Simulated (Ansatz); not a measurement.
# CH7ClGeO: the cost of one run

All numbers below are computed with Ansatz 0.2.0 (UKS PBE-D4/def2-SVP).

## Step 1: The starting structure

Bond lengths: Ge1–O2 2.178 Å, O2–C3 1.401 Å, Ge1–H4 1.536 Å, Ge1–H5 1.513 Å, Ge1–H6 1.498 Å, Ge1–Cl8 2.592 Å, C3–H9 1.093 Å, C3–H10 1.094 Å, C3–H11 1.093 Å. Angles (14 of 17 angles, heavy atoms first): Ge1–O2–C3 126.1°, O2–Ge1–Cl8 71.6°, O2–Ge1–H4 156.7°, O2–Ge1–H5 86.3°, O2–Ge1–H6 83.0°, H4–Ge1–Cl8 85.1°, H5–Ge1–Cl8 120.9°, H6–Ge1–Cl8 111.2°, O2–C3–H9 108.3°, O2–C3–H10 111.9°, O2–C3–H11 109.5°, H4–Ge1–H5 105.0°, H4–Ge1–H6 107.5°, H5–Ge1–H6 119.7°.

Structure file:

```xyz
11

Ge   -0.5394    0.1219    1.4792
O     0.7583   -0.0416   -0.2620
C     0.4544   -0.7036   -1.4593
H    -1.4711    0.8162    2.4831
H    -1.3919   -0.9418    0.8232
H     0.7044   -0.2722    2.2158
H     0.6316    1.2146   -0.3754
Cl   -0.2947    2.4744    0.4186
H     0.5118   -1.7800   -1.2806
H    -0.5496   -0.4584   -1.8184
H     1.1861   -0.4295   -2.2241
```

## Step 2: Pulling towards end A

Springs on the bonds that form and break draw the guess towards this end; the thresholds are loose.

File input.yaml:

```yaml
crystal:
  periodic: [false, false, false]
  atoms:
    - { symbol: Ge, position_ang: [-0.5394, 0.1219, 1.4792] }
    - { symbol: O, position_ang: [0.7583, -0.0416, -0.262] }
    - { symbol: C, position_ang: [0.4544, -0.7036, -1.4593] }
    - { symbol: H, position_ang: [-1.4711, 0.8162, 2.4831] }
    - { symbol: H, position_ang: [-1.3919, -0.9418, 0.8232] }
    - { symbol: H, position_ang: [0.7044, -0.2722, 2.2158] }
    - { symbol: H, position_ang: [0.6316, 1.2146, -0.3754] }
    - { symbol: Cl, position_ang: [-0.2947, 2.4744, 0.4186] }
    - { symbol: H, position_ang: [0.5118, -1.78, -1.2806] }
    - { symbol: H, position_ang: [-0.5496, -0.4584, -1.8184] }
    - { symbol: H, position_ang: [1.1861, -0.4295, -2.2241] }
magnetization:
  spin_polarized: true
basis:
  gaussian: { orbitals: def2-SVP }
hamiltonian:
  xc: pbe
  dispersion: d4
relax:
  f_tol: 0.15
  max_steps: 25
  restrain:
    - { distance: [0, 7], at: 3.52, k: 30.0 }
    - { distance: [6, 1], at: 2.27, k: 30.0 }
    - { distance: [0, 1], at: 1.86, k: 30.0 }
    - { distance: [6, 7], at: 1.33, k: 30.0 }
```

Command:

```console
> ansatz run input.yaml --threads 4 --pin off --max-ram 5120MiB --backend cpu --events-out ev --progress --plain --runs-dir out
```

What time and memory should one allow on 4 threads of Arm Neoverse N1, shared host?

About 58 s, with a peak of 0.2 GiB.
